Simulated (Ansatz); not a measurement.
# CH6SSi2: basis-set convergence

Aim: see how fast density functionals converge with the basis set for CH6SSi2.

Method: one geometry, several basis sets; program: Ansatz 0.2.0, Gaussian basis.

Plan: PBE0-D4/def2-SVP; ωB97M-V/def2-SVP; PBE0-D4/def2-QZVPP; ωB97M-V/def2-QZVPP; the functionals' def2-TZVPP values are taken from earlier runs.

## 1. The relaxed structure

The geometry comes from an earlier relaxation with PBE0-D4 in a triple-zeta def2 set; it is a stationary point, not always the lowest conformer.

10 atoms, charge 0, spin multiplicity 1.

Atoms are counted from 1 here; the program's logs count them from 0.

Bond lengths: Si1–Si2 2.326 Å, Si1–H5 1.485 Å, Si1–H6 1.488 Å, Si1–H7 1.486 Å, Si2–C3 1.850 Å, Si2–S4 2.099 Å, Si2–H8 1.484 Å, C3–S4 1.851 Å, C3–H9 1.086 Å, C3–H10 1.086 Å. Angles: Si2–Si1–H5 107.7°, Si2–Si1–H6 110.8°, Si2–Si1–H7 110.1°, H5–Si1–H6 109.6°, H5–Si1–H7 109.8°, H6–Si1–H7 108.7°, Si1–Si2–C3 118.8°, Si1–Si2–S4 116.5°, Si1–Si2–H8 117.6°, C3–Si2–S4 55.5°, C3–Si2–H8 116.8°, S4–Si2–H8 117.0°, Si2–C3–S4 69.1°, Si2–C3–H9 119.1°, Si2–C3–H10 120.0°, S4–C3–H9 113.4°, S4–C3–H10 113.5°, H9–C3–H10 113.6° and more.

Geometry (Å):

```xyz
10
CH6SSi2
Si   -1.3863    0.7793   -0.8376
Si   -0.1088   -0.7241    0.3938
C     1.6438   -0.2862    0.7913
S     1.5690   -1.5373   -0.5703
H    -0.4527    1.6771   -1.5648
H    -2.2620    1.5860    0.0553
H    -2.2401    0.0483   -1.8102
H    -0.8168   -1.5971    1.3628
H     2.0892   -0.6686    1.7049
H     2.0478    0.6715    0.4780
```

## 2. PBE0-D4 in def2-SVP

File in.yaml:

```yaml
crystal:
  periodic: [false, false, false]
  atoms:
    - {symbol: Si, position_ang: [-1.386286, 0.779338, -0.837631]}
    - {symbol: Si, position_ang: [-0.108753, -0.724127, 0.393751]}
    - {symbol: C, position_ang: [1.643762, -0.286221, 0.791270]}
    - {symbol: S, position_ang: [1.568979, -1.537288, -0.570337]}
    - {symbol: H, position_ang: [-0.452704, 1.677086, -1.564795]}
    - {symbol: H, position_ang: [-2.261979, 1.585956, 0.055348]}
    - {symbol: H, position_ang: [-2.240063, 0.048350, -1.810201]}
    - {symbol: H, position_ang: [-0.816802, -1.597148, 1.362815]}
    - {symbol: H, position_ang: [2.089209, -0.668649, 1.704876]}
    - {symbol: H, position_ang: [2.047835, 0.671502, 0.478004]}
basis:
  gaussian: {orbitals: def2-SVP}
hamiltonian: {xc: pbe0, dispersion: d4}
output: {orbitals: {seedname: orbitals}}
```

The runs that follow: ωB97M-V in def2-SVP; PBE0-D4 in def2-QZVPP; ωB97M-V in def2-QZVPP.

Before running them: what should the planned runs give, taken together? Wanted: PBE0-D4: double and triple zeta above quadruple; ωB97M-V: double and triple zeta above quadruple.

As calculated:

| quantity | value |
| --- | --- |
| PBE0-D4: double and triple zeta above quadruple | 11.52, 0.92 eV |
| ωB97M-V: double and triple zeta above quadruple | 11.55, 0.87 eV |

**Reading.** PBE0-D4 gains 10.60 eV from double to triple zeta, then 0.92 eV more. Total energies overstate the basis error of differences, where much of it tends to cancel. The LUMO of ωB97M-V is positive and keeps falling with the basis (1.29 to 0.78 eV): an unbound level that the basis holds in place.
